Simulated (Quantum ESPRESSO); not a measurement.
**TiSn under changes of volume**

One of the cells (21.965 Å³/atom); the others are scaled copies at fixed shape and fractional positions:

```
CELL_PARAMETERS angstrom
0.00000 2.80055 2.80055
2.80055 0.00000 2.80055
2.80055 2.80055 0.00000
ATOMIC_POSITIONS crystal
Ti 0.00000 0.00000 0.00000
Sn 0.50000 0.50000 0.50000
```

The cell was built by a generator and needn't be a form met in nature.

- Program: Quantum ESPRESSO 7.5
- Functional: PBE
- Potentials or basis: SSSP 1.3 efficiency PBE
- Cutoff: 816 eV
- Density cutoff: 6531 eV
- k mesh: 8 × 8 × 8
- Occupations: fermi-dirac, width 0.05 eV
- Spin: no spin polarisation

| volume (Å³/atom) | energy over the lowest point (meV/atom) | pressure (GPa) |
| --- | --- | --- |
| 20.647 | 23.03 | 5.9 |
| 21.086 | 9.87 | 3.7 |
| 21.526 | 2.39 | 1.8 |
| 21.965 | 0.00 | 0.0 |
| 22.404 | ? | ? |
| 22.844 | 8.53 | -3.0 |
| 23.283 | 18.58 | -4.3 |

Q: What does the run at 22.404 Å³/atom give?

A: Energy over the lowest point 2.20 meV/atom; pressure -1.6 GPa.

Worked out: A Birch-Murnaghan fit of order 3 (a polynomial in V^(-2/3)) to the other rows has its minimum at 21.97 Å³/atom with B0 = V·E''(V) = 84 GPa and B' = 4.3. It gives 2.20 meV/atom at 22.404 Å³/atom, against the run's 2.20, and -dE/dV = -1.6 GPa, against -1.6.

Energies are extrapolated to zero smearing.
